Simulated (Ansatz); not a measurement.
# C7H9O4PRu: up Jacob's ladder to CCSD(T)

An exercise on one series of results from a longer session: the logs are not shown, and one member is left open.

The runs use Ansatz 0.2.0, Gaussian basis; functionals in def2-TZVPP, the program's frozen cores in correlated methods.

The runs, in order: LDA (SPW92), PBE-D4, revPBE-D4, BLYP-D4, r2SCAN-D4, B97M-V, PBE0-D4, B3LYP-D4, r2SCANh-D4, r2SCAN0-D4, HSE06-D4, BHLYP-D4, CAM-B3LYP-D4, LC-ωPBE, ωB97X-V, ωB97M-V, B2PLYP, PBE-QIDH; CCSD(T)/def2-SVP; CCSD(T)/def2-TZVPP; MP2/def2-QZVPP; extrapolation to the limit; RPA on PBE.

1 further run of the same task is left out (for a known fault of the program).

**Structure used throughout**

All runs share one geometry, relaxed beforehand with PBE0-D4 in a triple-zeta def2 set. Ru takes the def2 core potential; no spin-orbit term is included.

SMILES `C[P+](C)(C)[Ru-5]([C]#[O+])([C]#[O+])([C]#[O+])[C]#[O+]`, 22 atoms, charge 0, spin multiplicity 1.

Atoms are counted from 1 here; the program's logs count them from 0.

Bond lengths: C1–P2 1.821 Å, C1–H14 1.093 Å, C1–H15 1.091 Å, C1–H16 1.091 Å, P2–C3 1.821 Å, P2–C4 1.821 Å, P2–Ru5 2.327 Å, C3–H17 1.093 Å, C3–H18 1.091 Å, C3–H19 1.091 Å, C4–H20 1.093 Å, C4–H21 1.091 Å, C4–H22 1.091 Å, Ru5–C6 1.921 Å, Ru5–C8 1.920 Å, Ru5–C10 1.921 Å, Ru5–C12 1.920 Å, C6–O7 1.142 Å and more. Angles: P2–C1–H14 111.5°, P2–C1–H15 109.3°, P2–C1–H16 109.4°, H14–C1–H15 109.3°, H14–C1–H16 109.3°, H15–C1–H16 108.0°, C1–P2–C3 102.0°, C1–P2–C4 102.2°, C1–P2–Ru5 116.0°, C3–P2–C4 102.1°, C3–P2–Ru5 115.7°, C4–P2–Ru5 116.5°, P2–C3–H17 111.5°, P2–C3–H18 109.3°, P2–C3–H19 109.3°, H17–C3–H18 109.3°, H17–C3–H19 109.3°, H18–C3–H19 108.0° and more.

The first run:

in.yaml reads:

```yaml
crystal:
  periodic: [false, false, false]
  atoms:
    - {symbol: C, position_ang: [-1.636062, 0.456585, 1.352173]}
    - {symbol: P, position_ang: [-0.328369, -0.368104, 0.389983]}
    - {symbol: C, position_ang: [-1.243076, -1.725593, -0.408029]}
    - {symbol: C, position_ang: [0.605078, -1.245293, 1.684102]}
    - {symbol: Ru, position_ang: [0.903264, 0.995624, -1.037368]}
    - {symbol: C, position_ang: [0.702648, 2.714122, -0.203163]}
    - {symbol: O, position_ang: [0.584884, 3.735104, 0.295288]}
    - {symbol: C, position_ang: [1.505821, -0.279295, -2.340705]}
    - {symbol: O, position_ang: [1.865449, -1.039246, -3.114084]}
    - {symbol: C, position_ang: [2.655781, 0.908884, -0.254221]}
    - {symbol: O, position_ang: [3.696840, 0.857543, 0.212329]}
    - {symbol: C, position_ang: [-0.468768, 1.513418, -2.276131]}
    - {symbol: O, position_ang: [-1.285949, 1.821422, -3.012536]}
    - {symbol: H, position_ang: [-2.173661, -0.252065, 1.987845]}
    - {symbol: H, position_ang: [-2.340230, 0.933051, 0.668221]}
    - {symbol: H, position_ang: [-1.191251, 1.234463, 1.974731]}
    - {symbol: H, position_ang: [-1.801247, -2.316989, 0.322699]}
    - {symbol: H, position_ang: [-1.936763, -1.310865, -1.141177]}
    - {symbol: H, position_ang: [-0.541204, -2.373292, -0.935734]}
    - {symbol: H, position_ang: [-0.051381, -1.863712, 2.302089]}
    - {symbol: H, position_ang: [1.116475, -0.518121, 2.316695]}
    - {symbol: H, position_ang: [1.361690, -1.877641, 1.216984]}
basis:
  gaussian: {orbitals: def2-TZVPP}
hamiltonian: {xc: lda}
output: {orbitals: {seedname: orbitals}}
```

Run with:

```
> ansatz run in.yaml --threads 11 --pin off --events-out ev --progress --plain --max-ram 174080MiB --backend cuda --devices 0, --max-vram 75GiB
```

Steps of the session up to this table: LDA; PBE-D4 (GGA); revPBE-D4 (GGA); BLYP-D4 (GGA); r2SCAN-D4 (meta-GGA); B97M-V (meta-GGA); PBE0-D4 (hybrid); B3LYP-D4 (hybrid); r2SCANh-D4 (hybrid); r2SCAN0-D4 (hybrid); HSE06-D4 (hybrid); BHLYP-D4 (hybrid); CAM-B3LYP-D4 (range-separated); LC-ωPBE (range-separated); ωB97X-V (range-separated); ωB97M-V (range-separated); B2PLYP (double hybrid); PBE-QIDH (double hybrid).

One of the session's tables, all rows but one given; the rest of the session is left out.

It belongs to the step «Orbital energies across the functionals». 

```
  functional  HOMO (eV)  gap (eV)
 LDA (SPW92)          ?         ?
      PBE-D4      -4.62      2.78
   revPBE-D4      -4.52      2.80
     BLYP-D4      -4.46      2.75
   r2SCAN-D4      -4.76      3.11
      B97M-V      -4.58      3.07
     PBE0-D4      -5.46      4.67
    B3LYP-D4      -5.29      4.25
  r2SCANh-D4      -5.09      3.82
  r2SCAN0-D4      -5.58      4.89
    HSE06-D4      -5.08      3.91
    BHLYP-D4      -6.16      6.52
CAM-B3LYP-D4      -6.55      6.92
     LC-ωPBE      -7.65      9.22
     ωB97X-V      -7.39      8.89
     ωB97M-V      -7.36      8.73
```

**Question.** Estimate the row for LDA (SPW92).

As computed: HOMO (eV): -4.86; gap (eV): 2.74. In the column «HOMO (eV)» it lies between HSE06-D4 (-5.08) and r2SCAN-D4 (-4.76).
